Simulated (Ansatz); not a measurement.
# CH6BNOSi: the cost of one run

All numbers below are computed with Ansatz 0.2.0 (RKS LDA/STO-3G).

### Step 1. The structure to begin with

Bond lengths: N1–C2 1.394 Å, C2–Si3 1.752 Å, C2–B4 1.598 Å, Si3–B4 1.968 Å, B4–O5 1.496 Å, N1–H6 1.087 Å, N1–H7 1.064 Å, C2–H8 1.077 Å, Si3–H9 1.500 Å, Si3–H10 1.470 Å, O5–H11 0.971 Å. Angles (14 of 19 angles, heavy atoms first): N1–C2–Si3 111.3°, N1–C2–B4 112.6°, Si3–C2–B4 71.8°, C2–Si3–B4 50.5°, C2–B4–Si3 57.8°, C2–B4–O5 146.0°, Si3–B4–O5 156.2°, N1–C2–H8 117.7°, Si3–C2–H8 117.0°, B4–C2–H8 118.1°, C2–N1–H6 109.9°, C2–N1–H7 110.4°, C2–Si3–H9 119.4°, C2–Si3–H10 120.7°.

Structure file:

```xyz
11

N    -0.9535    1.1463    0.3513
C    -0.3830   -0.1019    0.5954
Si    1.3671   -0.0113    0.6049
B     0.1607   -0.7990   -0.7355
O    -0.2026   -1.5092   -2.0006
H    -1.9955    1.0282    0.0647
H    -1.0082    1.7109    1.2513
H    -0.8440   -0.7257    1.3423
H     2.1579   -1.1280    1.2188
H     2.0646    1.1098   -0.0405
H    -0.2983   -0.7771   -2.6315
```

### Step 2. Relaxing the start

Input file input.yaml:

```yaml
crystal:
  periodic: [false, false, false]
  atoms:
    - { symbol: "N", position_ang: [-0.9535, 1.1463, 0.3513] }
    - { symbol: C, position_ang: [-0.383, -0.1019, 0.5954] }
    - { symbol: Si, position_ang: [1.3671, -0.0113, 0.6049] }
    - { symbol: B, position_ang: [0.1607, -0.799, -0.7355] }
    - { symbol: O, position_ang: [-0.2026, -1.5092, -2.0006] }
    - { symbol: H, position_ang: [-1.9955, 1.0282, 0.0647] }
    - { symbol: H, position_ang: [-1.0082, 1.7109, 1.2513] }
    - { symbol: H, position_ang: [-0.844, -0.7257, 1.3423] }
    - { symbol: H, position_ang: [2.1579, -1.128, 1.2188] }
    - { symbol: H, position_ang: [2.0646, 1.1098, -0.0405] }
    - { symbol: H, position_ang: [-0.2983, -0.7771, -2.6315] }
basis:
  gaussian: { orbitals: STO-3G }
hamiltonian:
  xc: lda
relax:
  f_tol: 0.02
  max_steps: 40
```

On the command line:

```console
$ ansatz run input.yaml --threads 1 --pin off --max-ram 2048MiB --backend cpu --events-out ev --progress --plain --runs-dir out
```

Q: Estimate wall time and peak memory on 1 thread of Intel Xeon at 2.70GHz, shared host.

About 39 s, with a peak of 0.18 GiB.
